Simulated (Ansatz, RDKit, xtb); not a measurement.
# C5H11B: which of the isomers drawn lies lowest?

Which of a sample of isomers of C5H11B is the most stable in the gas at 298.15 K, and what are its properties? The sample is small against all isomers, and the most stable one of this formula need not be in it.

Plan: many cheap relaxations first (GFN2-xTB), then density-functional screening, relaxation at PBE0-D3(BJ)/def2-SVP, vibrations (at GFN2-xTB) and a final energy. The numbers are computed, not measured.

### Step 1. Possible bonding patterns

Isomers were taken from a list of plausible structures; this is a sample, not all of them. That gives 5 candidates.

```
label               SMILES     spin
 c300  B[C@H]1C[C@@H](C)C1  singlet
 c377   B[C@@H]1CC[C@@H]1C  singlet
 c516    B[C@@H]1CC[C@H]1C  singlet
 c812           BC1(C)CCC1  singlet
 c956   B[C@H]1C[C@H](C)C1  singlet
```

Candidates are built by distance geometry, with a force field where one applies, in up to four conformers (letters a to d).

### Step 2. Search with GFN2-xTB

All 7 starts are relaxed the same way. One of them, c377a (taken from a list of positional isomers, embedded by distance geometry and UFF), in full:

start.xyz

```xyz
17
c377a
C      0.452260     0.916089    -0.337008
C     -0.500642     0.729818     0.893714
C     -0.621394    -0.776411     0.438022
C      0.349444    -0.527230    -0.635895
C      1.624816    -1.401469    -0.598518
B      1.858246     1.503588     0.160792
H      2.474935     1.017252     1.045172
H      2.320684     2.474575    -0.371905
H      0.005710     1.594886    -1.107763
H     -0.030394     0.824033     1.893795
H     -1.432783     1.285084     0.738957
H     -1.655189    -1.010668     0.084995
H     -0.269417    -1.415359     1.278558
H     -0.153074    -0.686399    -1.701642
H      2.081190    -1.341441     0.448991
H      2.422207    -1.033256    -1.294333
H      1.353633    -2.457660    -0.753522
```

Command:

```bash
$ xtb start.xyz --gfn 2 --opt
```

What it wrote (excerpt; [...] marks lines left out):

```text
* xtb version 6.7.1
[...]
          :  # basis functions                  35          :
[...]
          :  # electrons                        34          :
[...]
          :  Hamiltonian                  GFN2-xTB          :
[...]
          :  net charge                          0          :
          :  unpaired electrons                  0          :
[...]
   *** convergence criteria satisfied after 11 iterations ***
[...]
   *** GEOMETRY OPTIMIZATION CONVERGED AFTER 37 ITERATIONS ***
[...]
   *** convergence criteria satisfied after 3 iterations ***
[...]
         ::                     SUMMARY                     ::
         :::::::::::::::::::::::::::::::::::::::::::::::::::::
         :: total energy             -17.520198640178 Eh    ::
         :: gradient norm              0.000526891346 Eh/a0 ::
         :: HOMO-LUMO gap              3.893090680438 eV    ::
         ::.................................................::
         :: SCC energy               -17.772627589811 Eh    ::
         :: -> isotropic ES            0.020777256450 Eh    ::
         :: -> anisotropic ES          0.006809765144 Eh    ::
         :: -> anisotropic XC          0.008314061039 Eh    ::
         :: -> dispersion             -0.010222587598 Eh    ::
         :: repulsion energy           0.252428949633 Eh    ::
         :: add. restraining           0.000000000000 Eh    ::
         :: total charge               0.000000000000 e     ::
         :::::::::::::::::::::::::::::::::::::::::::::::::::::
[...]
        17        2.0000           -0.3924502             -10.6791 (HOMO)
        18                         -0.2493818              -6.7860 (LUMO)
[...]
     #   Z          covCN         q      C6AA      α(0)
     1   6 C        3.947    -0.103    22.388     6.724
     2   6 C        3.965    -0.059    21.559     6.597
     3   6 C        3.976    -0.060    21.574     6.599
     4   6 C        4.013    -0.014    20.745     6.470
     5   6 C        3.752    -0.105    22.565     6.774
     6   5 B        2.780     0.242    17.701     7.035
     7   1 H        0.939    -0.092     5.280     3.593
     8   1 H        0.939    -0.091     5.257     3.585
     9   1 H        0.923     0.051     2.306     2.375
    10   1 H        0.925     0.028     2.616     2.529
    11   1 H        0.925     0.023     2.689     2.564
    12   1 H        0.925     0.027     2.635     2.538
    13   1 H        0.925     0.027     2.625     2.534
    14   1 H        0.924     0.020     2.726     2.582
[...]
     #   Z sym  total        # sym  WBO       # sym  WBO       # sym  WBO
 ---------------------------------------------------------------------------
     1   6 C    3.968 --     6 B    1.062     2 C    0.988     4 C    0.967
                             9 H    0.922
     2   6 C    3.994 --     3 C    1.005     1 C    0.988    11 H    0.984
                            10 H    0.984
     3   6 C    3.993 --     2 C    1.005     4 C    0.993    12 H    0.983
                            13 H    0.981
     4   6 C    3.992 --     5 C    1.017     3 C    0.993    14 H    0.975
                             1 C    0.967
     5   6 C    3.997 --     4 C    1.017    15 H    0.986    16 H    0.985
                            17 H    0.985
     6   5 B    3.139 --     1 C    1.062     7 H    0.979     8 H    0.978
     7   1 H    0.992 --     6 B    0.979
     8   1 H    0.992 --     6 B    0.978
[...]
molecular dipole:
                 x           y           z       tot (Debye)
 q only:       -0.049      -0.016      -0.064
   full:       -0.192      -0.061      -0.097       0.567
molecular quadrupole (traceless):
[...]
          | TOTAL ENERGY              -17.520198640178 Eh   |
          | GRADIENT NORM               0.000526891346 Eh/α |
          | HOMO-LUMO GAP               3.893090680438 eV   |
           -------------------------------------------------
[...]
```

Run time: 0.17 s. Hardware: 2 threads of Intel Xeon 6975P-C (Granite Rapids), shared host.

### Step 3. Distinct minima at GFN2-xTB

7 of the 7 relaxations converged; 1 ended on a minimum already found. 6 distinct structures remain:

```
label  start         SMILES after     spin  energy (kcal/mol)
c516a  drawn    B[C@@H]1CC[C@H]1C  singlet                0.0
c300b  drawn  B[C@H]1C[C@@H](C)C1  singlet                0.3
c956b  drawn   B[C@H]1C[C@H](C)C1  singlet                0.5
c377a  drawn   B[C@@H]1CC[C@@H]1C  singlet                0.7
c956a  drawn   B[C@H]1C[C@H](C)C1  singlet                1.4
c812a  drawn           BC1(C)CCC1  singlet                1.5
```

### Step 4. Second filter: single points

A choice of the minima (the low ones first, few conformers of a pattern, up to a cap) and the lowest that fell apart get a single point at r2SCAN-D4/def2-SVP on the tight-binding geometry, and one at HF/STO-3G for comparison. The lowest singlets are also tried as triplets at the same geometry (label ending in t). The first, c516a:

input.yaml

```yaml
crystal:
  periodic: [false, false, false]
  atoms:
    - {symbol: C, position_ang: [-0.508175, 0.376289, -0.962926]}
    - {symbol: C, position_ang: [-1.043585, -0.225032, -2.280797]}
    - {symbol: C, position_ang: [-1.199543, -1.583843, -1.586580]}
    - {symbol: C, position_ang: [-0.970656, -0.913619, -0.221825]}
    - {symbol: C, position_ang: [0.027798, -1.565288, 0.714513]}
    - {symbol: B, position_ang: [-1.005890, 1.754083, -0.421321]}
    - {symbol: H, position_ang: [-1.548651, 2.521176, -1.118822]}
    - {symbol: H, position_ang: [-0.841184, 2.012771, 0.708259]}
    - {symbol: H, position_ang: [0.587332, 0.379203, -0.978703]}
    - {symbol: H, position_ang: [-0.364361, -0.199715, -3.131054]}
    - {symbol: H, position_ang: [-1.996191, 0.207430, -2.580670]}
    - {symbol: H, position_ang: [-0.400059, -2.278477, -1.840383]}
    - {symbol: H, position_ang: [-2.156477, -2.085655, -1.719384]}
    - {symbol: H, position_ang: [-1.912803, -0.748851, 0.306133]}
    - {symbol: H, position_ang: [-0.357776, -2.515561, 1.080399]}
    - {symbol: H, position_ang: [0.221175, -0.920271, 1.569190]}
    - {symbol: H, position_ang: [0.970389, -1.751110, 0.202712]}
basis:
  gaussian:
    orbitals: def2-SVP
scf:
  lower_state_search: "off"
hamiltonian:
  xc: {name: r2SCAN}
  dispersion: d4
output: {orbitals: {seedname: orbitals}}
```

Command:

```bash
$ ansatz run input.yaml --threads 2 --pin off --max-ram 5220MiB --events-out events.jsonl --progress --plain --runs-dir runs
```

What it wrote (excerpt; [...] marks lines left out):

```text
Warning: RAYON_NUM_THREADS=2 ignored (pool sized by the plan → 2); use --threads N
Functional definition: r2SCAN
  name "r2SCAN"
[...]
1582 factors; their error is unknown
[...]
mean field -6031.00509286 eV, -221.6353492005 hartree, gradient 6.3e-6 eV, S^2 0.000000; 0 other end points of the search recorded, 0 dependent functions left out
reference -6031.00510476 eV, -221.6353496378 hartree; 23, 23 occupied and 116, 116 virtual orbitals, 1582 factors
Total energy: -6031.09931257 eV, -221.6388117110 hartree
Checks for a lower state left out: stability, starts, cluster_reference, orbital_swaps, neighbouring_geometries, increment
```

Run time: 1.7 s. Hardware: 2 threads of Intel Xeon 6975P-C (Granite Rapids), shared host; peak memory 0.18 GiB.

Relative energies in kcal/mol, each column from its lowest structure that stays in one piece:

```
 label               SMILES     spin  GFN2-xTB  HF/STO-3G  r2SCAN-D4/def2-SVP
 c516a    B[C@@H]1CC[C@H]1C  singlet       0.0        0.0                 0.0
 c812a           BC1(C)CCC1  singlet       1.5        2.1                 0.9
 c300b  B[C@H]1C[C@@H](C)C1  singlet       0.3        0.6                 1.0
 c377a   B[C@@H]1CC[C@@H]1C  singlet       0.7        1.1                 1.1
 c956b   B[C@H]1C[C@H](C)C1  singlet       0.5        0.5                 1.2
 c956a   B[C@H]1C[C@H](C)C1  singlet       1.4        0.7                 1.7
c516at    B[C@@H]1CC[C@H]1C  triplet         –          –               101.5
c812at           BC1(C)CCC1  triplet         –          –               101.9
c300bt  B[C@H]1C[C@@H](C)C1  triplet         –          –               103.7
```

### Step 5. Relaxing the best candidates

5 candidates are relaxed at PBE0-D3(BJ)/def2-SVP (chosen among the lowest in one piece). The first, c516a:

Changes to input.yaml since step 4:

```diff
@@ -21,9 +21,5 @@
 basis:
-  gaussian:
-    orbitals: def2-SVP
-scf:
-  lower_state_search: "off"
-hamiltonian:
-  xc: {name: r2SCAN}
-  dispersion: d4
-output: {orbitals: {seedname: orbitals}}
+  gaussian: {orbitals: def2-SVP}
+hamiltonian: {xc: pbe0, dispersion: d3bj}
+scf: {lower_state_search: "off"}
+relax: {f_tol: 0.006}
```

Command:

```bash
$ ansatz run input.yaml --threads 2 --pin off --max-ram 5220MiB --events-out events.jsonl --progress --plain --runs-dir runs
```

What it wrote:

```text
Warning: RAYON_NUM_THREADS=2 ignored (pool sized by the plan → 2); use --threads N
The last accepted step is kept in runs//last_step.txt (removed where the run ends without a failure and the disk answers)
Functional definition: PBE0
  name "PBE0"
  parameter a = 0.25
  parameter kappa = 0.804
  parameter beta = 0.06672455060314922
  exchange = (1 - a)*pbe_x(kappa = kappa, mu = beta*pi^2/3) + a*exact_x
  correlation = pbe_c(beta = beta)
these checks for a lower state are left out or cut short: stability, starts, cluster_reference, orbital_swaps, neighbouring_geometries, increment
1609 factors; integrals over basis functions are off by at most 3.3e-4 eV
mean field evaluation 1: about -6019.2324 eV, gradient 5.6e1 eV
mean field evaluation 2: about -6015.1447 eV, gradient 7.0e1 eV
mean field evaluation 4: about -6027.5389 eV, gradient 2.4e0 eV
mean field evaluation 8: about -6027.5959 eV, gradient 9.6e-2 eV
mean field evaluation 16: about -6027.5959 eV, gradient 3.0e-5 eV
mean field -6027.59588877 eV, -221.5100632612 hartree, gradient 3.4e-6 eV, S^2 0.000000; 0 other end points of the search recorded, 0 dependent functions left out
the calculation of the forces begins
reference -6027.59591851 eV, -221.5100643539 hartree; 23, 23 occupied and 116, 116 virtual orbitals, 1609 factors
relax step   1: F+E_penalty+E_count = -6027.91976026 eV  Δ(F+E_penalty+E_count) = +0.000e0 eV  max|allowed force component| = 1.169e0 eV/Å  Δτ_max = 0.0000 Å  (16 SCF iters, accepted)
these checks for a lower state are left out or cut short: stability, starts, cluster_reference, orbital_swaps, neighbouring_geometries, increment
1609 factors; integrals over basis functions are off by at most 3.8e-4 eV
mean field -6027.67508034 eV, -221.5129734976 hartree, gradient 9.4e-7 eV, S^2 0.000000; 0 other end points of the search recorded, 0 dependent functions left out
the calculation of the forces begins
reference -6027.67511023 eV, -221.5129745961 hartree; 23, 23 occupied and 116, 116 virtual orbitals, 1609 factors
relax step   2: F+E_penalty+E_count = -6027.99747549 eV  Δ(F+E_penalty+E_count) = -7.772e-2 eV  max|allowed force component| = 4.158e-1 eV/Å  Δτ_max = 0.0432 Å  (20 SCF iters, accepted)
these checks for a lower state are left out or cut short: stability, starts, cluster_reference, orbital_swaps, neighbouring_geometries, increment
1609 factors; integrals over basis functions are off by at most 4.0e-4 eV
mean field evaluation 32: about -6027.6854 eV, gradient 8.1e-7 eV
mean field -6027.68535622 eV, -221.5133511292 hartree, gradient 8.2e-7 eV, S^2 0.000000; 0 other end points of the search recorded, 0 dependent functions left out
the calculation of the forces begins
reference -6027.68538618 eV, -221.5133522303 hartree; 23, 23 occupied and 116, 116 virtual orbitals, 1609 factors
relax step   3: F+E_penalty+E_count = -6028.00731719 eV  Δ(F+E_penalty+E_count) = -9.842e-3 eV  max|allowed force component| = 1.284e-1 eV/Å  Δτ_max = 0.0414 Å  (20 SCF iters, accepted)
[... from here on, the SCF cycles and remarks between the steps are left out ...]
relax step   4: F+E_penalty+E_count = -6028.00987960 eV  Δ(F+E_penalty+E_count) = -2.562e-3 eV  max|allowed force component| = 1.112e-1 eV/Å  Δτ_max = 0.0722 Å  (19 SCF iters, accepted)
relax step   5: F+E_penalty+E_count = -6028.01414086 eV  Δ(F+E_penalty+E_count) = -4.261e-3 eV  max|allowed force component| = 5.818e-2 eV/Å  Δτ_max = 0.0599 Å  (19 SCF iters, accepted)
relax step   6: F+E_penalty+E_count = -6028.01643916 eV  Δ(F+E_penalty+E_count) = -2.298e-3 eV  max|allowed force component| = 2.378e-2 eV/Å  Δτ_max = 0.0485 Å  (19 SCF iters, accepted)
relax step   7: F+E_penalty+E_count = -6028.01679288 eV  Δ(F+E_penalty+E_count) = -3.537e-4 eV  max|allowed force component| = 7.639e-2 eV/Å  Δτ_max = 0.0771 Å  (19 SCF iters, accepted)
relax step   8: F+E_penalty+E_count = -6028.01719762 eV  Δ(F+E_penalty+E_count) = -4.047e-4 eV  max|allowed force component| = 4.932e-2 eV/Å  Δτ_max = 0.0234 Å  (20 SCF iters, accepted)
relax step   9: F+E_penalty+E_count = -6028.01755856 eV  Δ(F+E_penalty+E_count) = -3.609e-4 eV  max|allowed force component| = 8.641e-3 eV/Å  Δτ_max = 0.0139 Å  (14 SCF iters, accepted)
relax step  10: F+E_penalty+E_count = -6028.01779471 eV  Δ(F+E_penalty+E_count) = -2.361e-4 eV  max|allowed force component| = 1.824e-2 eV/Å  Δτ_max = 0.0248 Å  (14 SCF iters, accepted)
relax step  11: F+E_penalty+E_count = -6028.01794590 eV  Δ(F+E_penalty+E_count) = -1.512e-4 eV  max|allowed force component| = 1.719e-2 eV/Å  Δτ_max = 0.0190 Å  (14 SCF iters, accepted)
relax step  12: F+E_penalty+E_count = -6028.01823727 eV  Δ(F+E_penalty+E_count) = -2.914e-4 eV  max|allowed force component| = 3.384e-2 eV/Å  Δτ_max = 0.0453 Å  (19 SCF iters, accepted)
relax step  13: F+E_penalty+E_count = -6028.01849600 eV  Δ(F+E_penalty+E_count) = -2.587e-4 eV  max|allowed force component| = 1.078e-1 eV/Å  Δτ_max = 0.0758 Å  (19 SCF iters, accepted)
relax step  14: F+E_penalty+E_count = -6028.01884624 eV  Δ(F+E_penalty+E_count) = -3.502e-4 eV  max|allowed force component| = 8.942e-2 eV/Å  Δτ_max = 0.0083 Å  (14 SCF iters, accepted)
relax step  15: F+E_penalty+E_count = -6028.01958885 eV  Δ(F+E_penalty+E_count) = -7.426e-4 eV  max|allowed force component| = 9.731e-2 eV/Å  Δτ_max = 0.0740 Å  (19 SCF iters, accepted)
relax step  16: F+E_penalty+E_count = -6028.01271522 eV  Δ(F+E_penalty+E_count) = +6.874e-3 eV  max|allowed force component| = 3.444e-1 eV/Å  Δτ_max = 0.1337 Å  (18 SCF iters, rejected (line search))
relax step  17: F+E_penalty+E_count = -6028.02047252 eV  Δ(F+E_penalty+E_count) = -8.837e-4 eV  max|allowed force component| = 2.435e-2 eV/Å  Δτ_max = 0.0445 Å  (19 SCF iters, accepted)
relax step  18: F+E_penalty+E_count = -6028.02044728 eV  Δ(F+E_penalty+E_count) = +2.524e-5 eV  max|allowed force component| = 7.321e-2 eV/Å  Δτ_max = 0.0388 Å  (14 SCF iters, rejected (line search))
relax step  19: F+E_penalty+E_count = -6028.02058296 eV  Δ(F+E_penalty+E_count) = -1.104e-4 eV  max|allowed force component| = 3.661e-3 eV/Å  Δτ_max = 0.0190 Å  (14 SCF iters, accepted)
relax step  20: F+E_penalty+E_count = -6028.02059530 eV  Δ(F+E_penalty+E_count) = -1.234e-5 eV  max|allowed force component| = 1.743e-2 eV/Å  Δτ_max = 0.0176 Å  (14 SCF iters, accepted)
relax step  21: F+E_penalty+E_count = -6028.02053833 eV  Δ(F+E_penalty+E_count) = +5.697e-5 eV  max|allowed force component| = 3.216e-2 eV/Å  Δτ_max = 0.0174 Å  (13 SCF iters, rejected (line search))
relax step  22: F+E_penalty+E_count = -6028.02060685 eV  Δ(F+E_penalty+E_count) = -1.155e-5 eV  max|allowed force component| = 6.581e-3 eV/Å  Δτ_max = 0.0024 Å  (13 SCF iters, accepted)
these checks for a lower state are left out or cut short: stability, starts, cluster_reference, orbital_swaps, neighbouring_geometries, increment
1609 factors; integrals over basis functions are off by at most 4.7e-4 eV
mean field evaluation 160: about -6027.6998 eV, gradient 1.2e-5 eV
mean field -6027.69982072 eV, -221.5138826896 hartree, gradient 2.4e-6 eV, S^2 0.000000; 0 other end points of the search recorded, 0 dependent functions left out
the calculation of the forces begins
reference -6027.69985088 eV, -221.5138837983 hartree; 23, 23 occupied and 116, 116 virtual orbitals, 1609 factors
relax step  23: F+E_penalty+E_count = -6028.02061204 eV  Δ(F+E_penalty+E_count) = -5.200e-6 eV  max|allowed force component| = 1.150e-3 eV/Å  Δτ_max = 0.0011 Å  (12 SCF iters, accepted)
Total energy: -6028.02064221 eV, -221.5256726622 hartree
Atom 0 at    -0.577439     0.356784    -0.978085 Å, force     0.000084    -0.001150    -0.000398 eV/Å
Atom 1 at    -1.177116    -0.229100    -2.279738 Å, force    -0.000469     0.000796     0.000134 eV/Å
Atom 2 at    -1.126209    -1.622677    -1.628515 Å, force     0.000120     0.000031    -0.000284 eV/Å
Atom 3 at    -0.973387    -0.955967    -0.245206 Å, force     0.000625     0.000056     0.000088 eV/Å
Atom 4 at    -0.022177    -1.547744     0.768327 Å, force    -0.000002    -0.000121     0.000247 eV/Å
Atom 5 at    -0.889078     1.767927    -0.420143 Å, force    -0.000402     0.000916    -0.000131 eV/Å
Atom 6 at    -1.124880     2.698340    -1.160919 Å, force     0.000220    -0.000303     0.000365 eV/Å
Atom 7 at    -0.853827     1.975185     0.774553 Å, force     0.000131     0.000002    -0.000001 eV/Å
Atom 8 at     0.534398     0.378440    -1.067500 Å, force    -0.000270    -0.000091     0.000099 eV/Å
Atom 9 at    -0.616486    -0.079427    -3.214341 Å, force    -0.000115    -0.000331    -0.000335 eV/Å
Atom 10 at    -2.210392     0.115620    -2.443012 Å, force     0.000045    -0.000009    -0.000197 eV/Å
Atom 11 at    -0.202849    -2.158895    -1.903786 Å, force     0.000056    -0.000045     0.000166 eV/Å
Atom 12 at    -1.980669    -2.299631    -1.782062 Å, force     0.000096     0.000097    -0.000143 eV/Å
Atom 13 at    -1.969556    -0.827989     0.214262 Å, force    -0.000040    -0.000004     0.000164 eV/Å
Atom 14 at    -0.382652    -2.519799     1.141304 Å, force    -0.000018     0.000080    -0.000113 eV/Å
Atom 15 at     0.098178    -0.881065     1.637284 Å, force    -0.000102     0.000053     0.000298 eV/Å
Atom 16 at     0.975483    -1.706473     0.326318 Å, force     0.000041     0.000022     0.000040 eV/Å
Dipole moment:     0.045185    -0.146781    -0.028129 e Å
Checks for a lower state left out: stability, starts, cluster_reference, orbital_swaps, neighbouring_geometries, increment
```

It took 69 s on 2 threads of Intel Xeon 6975P-C (Granite Rapids), shared host; peak memory 0.37 GiB.

Energy change by step (eV): 0.0000, -0.0777, -0.0876, -0.0901, -0.0944, -0.0967, -0.0970, -0.0974, -0.0978, -0.0980, -0.0982, -0.0985, -0.0987, -0.0991, -0.0998, -0.0930, -0.1007, -0.1007, -0.1008, -0.1008, -0.1008, -0.1008, -0.1009.

After the run. Some bond lengths: C1–C2 1.548 Å, C2–C3 1.539 Å, C1–C4 1.555 Å, C3–C4 1.543 Å, C4–C5 1.511 Å, C1–B6 1.549 Å, B6–H7 1.212 Å, B6–H8 1.213 Å, C1–H9 1.116 Å, C2–H10 1.100 Å, C2–H11 1.101 Å, C3–H12 1.103 Å, C3–H13 1.101 Å, C4–H14 1.104 Å, C5–H15 1.102 Å, C5–H16 1.102 Å. Some angles: C1–C2–C3 88.5°, C2–C1–C4 88.7°, C2–C1–B6 124.7°, C4–C1–B6 123.2°, C2–C3–C4 89.5°, C1–C4–C3 88.1°, C1–C4–C5 119.1°, C3–C4–C5 119.6°, C1–C2–H10 117.7°, C1–C2–H11 111.7°.

(Part 1 of 2 ends here.)
